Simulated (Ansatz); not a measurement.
# MgRh: how the settings move a relaxation

How sensitive is a relaxation of MgRh to its settings? A reference run comes first, then one run with altered input.

Method: reference: DFT, r2SCAN, PAW with Ansatz's default frozen-core files, scalar-relativistic; relaxation of cell and atoms, in Ansatz 0.2.0.

**1. The system as given**

Symmetry: Pm-3m, No. 221, cubic system. Conventional cell: a = 3.091 Å, b = 3.091 Å, c = 3.091 Å, α = 90.00°, β = 90.00°, γ = 90.00°. Around Mg (site symmetry m-3m) lie 8 Rh at 2.68 Å. Rh (site symmetry m-3m) has 8 Mg at 2.68 Å as nearest neighbours.

As a file:

```cif
data_structure
_symmetry_space_group_name_H-M 'P 1'
_symmetry_Int_Tables_number 1
_cell_length_a 3.0914
_cell_length_b 3.0914
_cell_length_c 3.0914
_cell_angle_alpha 90.000
_cell_angle_beta 90.000
_cell_angle_gamma 90.000
_cell_volume 29.54
loop_
_atom_site_label
_atom_site_type_symbol
_atom_site_fract_x
_atom_site_fract_y
_atom_site_fract_z
_atom_site_occupancy
Mg1 Mg 0.00000 0.00000 0.00000 1
Rh1 Rh 0.50000 0.50000 0.50000 1
```

**2. The reference run**

The input, input.yaml:

```yaml
crystal:
  lattice:
    - [3.09137671854, 0.0, 0.0]
    - [0.0, 3.09137671854, 0.0]
    - [0.0, 0.0, 3.09137671854]
  atoms:
    - { symbol: Mg, position: [0.0, 0.0, 0.0] }
    - { symbol: Rh, position: [0.5, 0.5, 0.5] }
kpoints:
  mp_grid: { grid: [16, 16, 16] }
scf:
  occupations: { method: fermi_dirac, width: 0.1 }
hamiltonian:
  xc: r2scan
  pseudopotentials: { kind: paw }
relax:
  f_tol: 0.002
  max_steps: 80
  cell: { p_target: 20 }
output:
  forces: true
  stress: true
```

Started as:

```
$ ansatz run input.yaml --threads 1 --pin off --max-ram 2560MiB --backend cpu --events-out ev --progress --plain --runs-dir out
```

**3. Variant: scf.algorithm density_mixing, dispersion d3bjatm**

input.yaml: that of step 2 with these lines changed.

```diff
@@ -12,2 +12,3 @@
   occupations: { method: fermi_dirac, width: 0.1 }
+  algorithm: density_mixing
 hamiltonian:
@@ -15,2 +16,3 @@
   pseudopotentials: { kind: paw }
+  dispersion: d3bjatm
 relax:
```

Q: Predict the outcome of this session. Wanted: for each run, ending; energy change; pressure; gap; force.

**Answer**, as computed:

| run | ending | energy change | pressure (GPa) | gap (eV) | force (eV/Å) | cycles | time |
| --- | --- | --- | --- | --- | --- | --- | --- |
| reference | converged | 0 | 20.0 | 0.00 | 0.00 | 33 | 45 s |
| 1: scf.algorithm density_mixing, dispersion d3bjatm | converged | -185.2 meV/atom (offset of the dispersion model) | 20.0 | 0.00 | 0.00 | 33 | 46 s |

What this shows: Changing the solver and dispersion term moves the energy by -185.2 meV/atom, and the final volume goes from 26.20 to 26.02 Å³. The dispersion term adds attraction between atoms.
